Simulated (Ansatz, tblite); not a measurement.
**[NbO2(OH)2]- (NbH2O4−): rung by rung**

How do method and basis change the picture of [NbO2(OH)2]- (NbH2O4−) (singlet)?

The runs use Ansatz 0.2.0, Gaussian basis; as each input shows.

Plan: GFN1-xTB, GFN2-xTB, PBE-D4/def2-TZVPD, r2SCAN-D4/def2-TZVPD, PBE-QIDH/def2-TZVPD, HSE06-D4/def2-TZVPD, LDA/def2-TZVPD, HF/def2-TZVPD, CAM-B3LYP-D4/def2-TZVPD, B3LYP-D4/def2-TZVPD, BHLYP-D4/def2-TZVPD, PBE-D4/def2-SVPD, PBE0-D4/def2-SVPD, CCSD(T)/def2-SVPD, MP2/def2-TZVPD, RPA/def2-TZVPD.

4 further runs of the same task are left out: 4 set aside as unsound or not needed. Runs told in other sessions of the task aren't counted.

### 1 The geometry

The singlet was relaxed beforehand with r2SCAN-D4/def2-SVPD.

7 atoms, charge -1, spin multiplicity 1.

Bond lengths: Nb1–O2 1.765 Å, Nb1–O3 1.767 Å, Nb1–O4 1.996 Å, Nb1–O6 1.996 Å, O4–H5 0.963 Å, O6–H7 0.963 Å. Angles: O2–Nb1–O3 110.8°, O2–Nb1–O4 109.8°, O2–Nb1–O6 109.8°, O3–Nb1–O4 108.5°, O3–Nb1–O6 108.5°, O4–Nb1–O6 109.4°, Nb1–O4–H5 116.7°, Nb1–O6–H7 116.7°.

Formally the metal is d0. Nb takes a core potential in the def2 sets. No spin-orbit coupling is included. The ion is computed in the gas phase, without counter-ions or solvent.

PBE0-D4/def2-TZVPD was run before; its log isn't repeated, and its numbers join the tables.

### 2 GFN1-xTB

Tight binding, by tblite at 300 K electronic temperature and without a spin-polarisation term:

```python
tblite.interface.Calculator('GFN1-xTB', numbers, positions, charge=-1, uhf=0).singlepoint()
```

Energy -600.5745 eV, HOMO -6.22 eV, LUMO -2.86 eV; 0.004 s.

### 3 GFN2-xTB

Tight binding, by tblite at 300 K electronic temperature and without a spin-polarisation term:

```python
tblite.interface.Calculator('GFN2-xTB', numbers, positions, charge=-1, uhf=0).singlepoint()
```

Energy -527.7983 eV, HOMO -6.16 eV, LUMO -2.45 eV; 0.003 s.

### 4 PBE-D4/def2-TZVPD

start.molden holds the orbitals of an earlier run on this state, given as this run's starting guess.

in.yaml reads:

```yaml
crystal:
  periodic: [false, false, false]
  atoms:
    - {symbol: Nb, position_ang: [0.205756, 0.093492, 0.406128]}
    - {symbol: O, position_ang: [0.329675, 0.427883, 2.135091]}
    - {symbol: O, position_ang: [1.803335, 0.087074, -0.348265]}
    - {symbol: O, position_ang: [-0.906037, 1.496774, -0.476040]}
    - {symbol: H, position_ang: [-0.572536, 1.854312, -1.305223]}
    - {symbol: O, position_ang: [-0.636324, -1.693506, 0.121536]}
    - {symbol: H, position_ang: [-0.223878, -2.266038, -0.533218]}
basis:
  gaussian: {orbitals: def2-TZVPD, initial_orbitals: start.molden}
total_charge: -1
hamiltonian: {xc: pbe, dispersion: d4}
scf: {omitted_lower_state_checks: [starts]}
output: {forces: true, orbitals: {seedname: orbitals}}
```

On the command line:

```sh
ansatz run in.yaml --threads 4 --pin off --events-out ev --progress --plain --max-ram 3916MiB
```

The runs that follow: r2SCAN-D4/def2-TZVPD; PBE-QIDH/def2-TZVPD; HSE06-D4/def2-TZVPD; LDA/def2-TZVPD; HF/def2-TZVPD; CAM-B3LYP-D4/def2-TZVPD; B3LYP-D4/def2-TZVPD; BHLYP-D4/def2-TZVPD; PBE-D4/def2-SVPD; PBE0-D4/def2-SVPD; CCSD(T)/def2-SVPD; MP2/def2-TZVPD; RPA/def2-TZVPD.

Q: Predict the results of all the runs planned. Wanted: gap in def2-TZVPD, named functionals and Hartree-Fock, smallest and largest; correlation energy, CCSD(T)/def2-SVPD; correlation energy, MP2/def2-TZVPD; PBE0 total energy, smallest basis above largest.

**Answer**, as computed:

| quantity | value |
| --- | --- |
| gap in def2-TZVPD, named functionals and Hartree-Fock, smallest and largest | 3.73 eV (PBE-D4), 10.85 eV (HF) |
| correlation energy, CCSD(T)/def2-SVPD | -32.81 eV |
| correlation energy, MP2/def2-TZVPD | -38.75 eV |
| PBE0 total energy, smallest basis above largest | 9.65 eV (def2-SVPD, def2-TZVPD) |

What this shows: Over the named functionals and Hartree-Fock in def2-TZVPD the gap runs from 3.73 eV (PBE-D4) to 10.85 eV (HF); exact exchange widens it.
